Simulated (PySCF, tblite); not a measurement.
**C5H11OP: geometry, infrared bands and NMR shifts**

Wanted: the infrared bands and NMR shifts of C5H11OP (`C/C=P\CCCO`), by calculation.

Programs: tblite 0.8.0 and PySCF 2.14.0, with density-fitted response routines of our own. Each step states its level of theory. These are calculated values for one molecule in the gas phase, unless marked as measured. Atoms count from 0, in the outputs and in this text.

**1. The starting structure**

18 atoms, charge 0, multiplicity 1; geometry from: force field or distance geometry start.

Bonds of the start (Å): C0–C1 1.49, C1–P2 1.65, P2–C3 1.83, C3–C4 1.49, C4–C5 1.51, C5–O6 1.41, C0–H7 1.12, C0–H8 1.09, C0–H9 1.11, C1–H10 1.10, C3–H11 1.14, C3–H12 1.13, C4–H13 1.12, C4–H14 1.10, C5–H15 1.10, C5–H16 1.11, O6–H17 1.00.

**2. Geometry optimisation with GFN2-xTB**

The job: settings as JSON, then the geometry in Å.

```
{"job": {"kind": "relax", "xc": "GFN2-xTB", "basis": "xTB"}, "charge": 0, "multiplicity": 1}
C      2.250600     0.426200     0.321900
C      2.197500    -0.200300    -1.032100
P      0.950400    -1.155100    -1.549400
C     -0.472800    -1.422300    -0.434800
C     -1.098200    -0.220200     0.182000
C     -1.628200     0.685900    -0.905000
O     -2.210400     1.829700    -0.329300
H      1.601200     1.334600     0.355400
H      2.120600    -0.264500     1.161400
H      3.274200     0.834700     0.431000
H      3.027500    -0.068200    -1.738500
H     -0.289500    -2.215100     0.366000
H     -1.288800    -1.901300    -1.044200
H     -1.990400    -0.601800     0.742400
H     -0.507600     0.325800     0.930100
H     -2.325600     0.142700    -1.558800
H     -0.750600     0.993700    -1.518800
H     -2.868800     1.481800     0.344100
```

The run is started by

```sh
OMP_NUM_THREADS=1 python probes_run.py task.json out
```

One launch serves the whole session: the jobs run in the order shown.

**Question.** This job is followed by: GFN2-xTB harmonic vibrations, gas phase; GIAO PBE0/pcSseg-1 NMR shielding, non-relativistic, gas phase. What will the session give for the following? strongest single infrared mode (GFN2-xTB); zero-point energy (GFN2-xTB); ¹³C shifts against TMS (PBE0/pcSseg-1); ¹H shifts against TMS (PBE0/pcSseg-1, means over atoms taken as alike); ³¹P shifts against H3PO4 (PBE0/pcSseg-1); ¹⁷O shifts against H2O (PBE0/pcSseg-1); surface potential, 1st and 99th percentile.

The runs gave:

| quantity | value |
| --- | --- |
| strongest single infrared mode (GFN2-xTB) | 350 cm⁻¹, 142 km/mol |
| zero-point energy (GFN2-xTB) | 94.4 kcal/mol |
| ¹³C shifts against TMS (PBE0/pcSseg-1) | 198.1, 68.4, 39.0, 26.5, 23.2 ppm |
| ¹H shifts against TMS (PBE0/pcSseg-1, means over atoms taken as alike) | 8.68, 3.98, 2.47, 2.14, 1.81, 0.07 ppm |
| ³¹P shifts against H3PO4 (PBE0/pcSseg-1) | 298.9 ppm |
| ¹⁷O shifts against H2O (PBE0/pcSseg-1) | 47.5 ppm |
| surface potential, 1st and 99th percentile | -1.64 V and 1.84 V |

**Reading.** Over 131 steps the energy fell by 0.684 eV; of the close pairs, P2–C3 changed most, 1.827 to 1.877 Å. All 48 modes are real, so the xTB geometry is a minimum. The strongest single mode, at 350 cm⁻¹, moves mainly H17. Unscaled tight-binding wavenumbers are off by several per cent, some by more. Its intensities can rank the bands wrongly. At PBE0/pcSseg-1: The widest tensor belongs to P2: span 739 ppm, with a paramagnetic part of -948 ppm. By nearest atom (PBE0/pcSseg-1), the HOMO sits on P2 39 %; C1 36 % and the LUMO on P2 42 %; C1 32 %.
